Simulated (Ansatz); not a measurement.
# GaH2O2: the cost of one run

All numbers are computed with the Python package of Ansatz 0.2.0. Level of theory: Hartree-Fock/def2-SVP.

**1. Starting point**

Bond lengths: O1–Ga2 1.890 Å, Ga2–O3 1.703 Å, O1–H4 1.011 Å, O3–H5 0.988 Å. Angles: O1–Ga2–O3 133.2°, Ga2–O1–H4 80.5°, Ga2–O3–H5 97.5°.

The script holds or builds the structure itself.

**2. Script**

Input file gah2o2_states.py:

```python
"""Restricted and unrestricted solutions of GaH2O2, stretched and not."""

import ansatz as az
from ase import Atoms
import numpy as np

atoms = Atoms(["O", "Ga", "O", "H", "H"], positions=[
    [-0.1981, -0.6034, -1.5851],
    [-0.0923, -0.8108, 0.2901],
    [0.5127, 0.1744, 1.5399],
    [-0.7913, 0.1636, -1.2978],
    [0.619, 1.0025, 1.0115],
])
system = az.Crystal.molecule_from_ase(atoms)
symbols = [site.symbol for site in system.cartesian_sites]

start = np.array([site.position_ang for site in system.cartesian_sites])
for factor in [1.0, 1.3]:
    xyz = (start - start.mean(axis=0)) * factor
    scaled = az.Crystal.molecule()
    for symbol, place in zip(symbols, xyz):
        scaled = scaled.atom(symbol, place.tolist())
    base = scaled.calculation().basis(gaussian="def2-SVP").functional("hf").spin("collinear", total=1)
    for search in ("off", "standard"):
        try:
            data = base.scf(lower_state_search=search).run(threads=1, backend="cpu").report
        except az.AnsatzError as error:
            print(f"x{factor} search {search}: {type(error).__name__}")
            continue
        state = data["mean_field"]["state"]
        print(f"all distances x{factor}, search {search:8s} E = {data['free_energy_ev']:.5f} eV  <S^2> = {abs(state['spin_squared']):.3f}  other states met: {len(data['mean_field']['others'])}")
```

**3. The calls as engine input**

The engine receives this input (first run):

```yaml
crystal:
  periodic: [false, false, false]
  atoms:
    - { symbol: O, position_ang: [-0.2081, -0.58866, -1.5768199999999999] }
    - { symbol: Ga, position_ang: [-0.1023, -0.7960599999999999, 0.29838] }
    - { symbol: O, position_ang: [0.5027, 0.18914000000000006, 1.5481800000000001] }
    - { symbol: H, position_ang: [-0.8013, 0.17834000000000005, -1.28952] }
    - { symbol: H, position_ang: [0.609, 1.01724, 1.0197800000000001] }
basis:
  gaussian:
    orbitals: def2-SVP
hamiltonian:
  xc: hf
magnetization:
  spin_polarized: true
  initial_magnetization: 1.0
scf:
  lower_state_search: "off"
```

**4. Launch**

Run with:

```
$ python gah2o2_states.py
```

What time and memory should one allow on 1 thread of Arm Neoverse N1, shared host?

About 29 s, with a peak of 0.25 GiB.
